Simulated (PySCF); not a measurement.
# [Bi(NH3)]3+: other functionals and bases at one geometry

One table from this session's results is given with a row withheld; the runs are named, their logs left out.

Program: PySCF 2.14.0. Level of theory: several levels, as the steps say, no spin–orbit coupling. These are calculated values, not measurements.

1 further run of the same task is left out (for a known fault of the program).

## The starting structure

5 atoms, charge 3, spin multiplicity 1.

Bond lengths: Bi1–N2 2.353 Å, N2–H3 1.065 Å, N2–H4 1.065 Å, N2–H5 1.065 Å. Angles: Bi1–N2–H3 113.1°, Bi1–N2–H4 113.1°, Bi1–N2–H5 113.1°, H3–N2–H4 105.6°, H3–N2–H5 105.6°, H4–N2–H5 105.6°.

Coordinates:

```xyz
5
charge 3, multiplicity 1
Bi    0.0000    0.0000   -0.1893
N     0.0000    0.0000    2.1636
H     0.9794    0.0000    2.5814
H    -0.4897    0.8481    2.5814
H    -0.4897   -0.8482    2.5814
```

Formal oxidation states: Bi +3. An earlier session relaxed this geometry at BP86, Bi def2-SVP with ECP60, N def2-SVP, H def2-SVP (singlet, point group C3v).

At BP86 on the finer grid: E = -269.769052 Eh, HOMO -28.01 eV, LUMO -24.46 eV, Mulliken charge on Bi1 +2.31 e, largest force component 0.004 eV/Å. 

Levels to run: CAM-B3LYP; HF; TPSSh; wB97X; BP86, TZVP; BP86, x2c-SVP. Hardware: 2 threads of Arm Neoverse V1, shared host.

Set-up of the first run:

run.py (the lines that set the calculation)

```python
mol = gto.M(atom='''
Bi     0.00000     0.00000    -0.18928
N      0.00000     0.00000     2.16359
H      0.97938     0.00004     2.58137
H     -0.48972     0.84815     2.58137
H     -0.48966    -0.84819     2.58137''',
    basis={'Bi': 'def2-SVP', 'N': 'def2-SVP', 'H': 'def2-SVP'},
    ecp={'Bi': 'def2-SVP'},
    charge=3, spin=0)
mf = dft.RKS(mol, xc='CAMB3LYP')
mf.grids.atom_grid = (75, 302)
mf = mf.density_fit()  # fitting sets: Bi def2-universal-JKFIT, N def2-universal-JKFIT, H def2-universal-JKFIT
mf.conv_tol = 1e-08; mf.max_cycle = 55
mf.kernel(dm0)  # dm0: the density of the relaxed state
```

On the command line:

```console
$ OMP_NUM_THREADS=2 python run.py
```

Steps of the session up to this table: CAM-B3LYP; HF; TPSSh; wB97X; BP86, TZVP; BP86, x2c-SVP.

One of the session's tables, all rows but one given; the rest of the session is left out.

```
              level  HOMO (eV)  gap (eV)  charge on Bi1 (e)  dipole (D)  largest force component (eV/Å)
BP86 (relaxed here)     -28.01      3.54               2.31        7.63                            0.00
          CAM-B3LYP     -30.33      7.87               2.34        7.38                            0.41
                 HF     -31.61     11.72               2.44        6.91                            1.07
              TPSSh     -28.35      4.56               2.34        7.43                            0.28
              wB97X     -31.25     10.03               2.36        7.19                            0.49
         BP86, TZVP          ?         ?                  ?           ?                               ?
      BP86, x2c-SVP     -28.02      3.53               2.32        7.58                            0.42
```

Estimate the missing values for BP86, TZVP.

As computed: HOMO (eV): -27.90; gap (eV): 3.48; charge on Bi1 (e): 2.28; dipole (D): 7.73; largest force component (eV/Å): 0.38. In the column «HOMO (eV)» it is the highest.

The dipole of a charged species depends on the origin, so these sizes hold for this origin alone.

In one basis the HOMO–LUMO gap runs from 3.54 eV (BP86) to 11.72 eV (HF). The largest leftover force, 1.07 eV/Å with HF, stands at a geometry relaxed at another level. Total energies of different levels can't be compared.
